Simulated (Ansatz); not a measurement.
Runs of Ansatz 0.2.0 on InSb3. The structure is cubic, space group Pm-3m (No. 221). Conventional cell: a = 4.806 Å, b = 4.806 Å, c = 4.806 Å, α = 90.00°, β = 90.00°, γ = 90.00°. Sb (site symmetry 4/mmm) is surrounded by 8 Sb at 3.40 Å and 4 In at 3.40 Å. Around In (site symmetry m-3m) lie 12 Sb at 3.40 Å. The cell comes from a database or a generator and needn't be the stable form of this composition.

```csv
task,level,cutoff (eV),points for each segment of the path,gap on the mesh (eV),pressure (GPa),V0 of scaled cells (Å³/atom),B0 (GPa)
equation of state,r2SCAN,500,-,-,-,27.46,(a)
equation of state,PBE,420,-,-,-,27.86,51
band structure,PBE,420,14,none,(b),-,-
band structure,r2SCAN,500,14,none,-0.6,-,-
```

Alike in all rows: potentials or basis Ansatz PAW; no spin polarisation; cell as given; k mesh 6 × 6 × 6; smearing fermi-dirac 0.05 eV.

Q: Estimate the missing entries.

A: (a) 54; (b) 0.2.

Caveats: spin-orbit coupling is left out, which moves the levels of the heavy elements (some runs); the PAW data sets were made with another functional, which shifts forces and pressure a little (some runs); the PAW data sets come from PBE, with cores solved anew for the run's functional, which leaves a small shift of forces and pressure (some runs).

A k mesh can miss the band edges, and the runs leave out spin-orbit coupling on In, Sb.

A gap of «none» marks a metal or a gap under the smearing width.
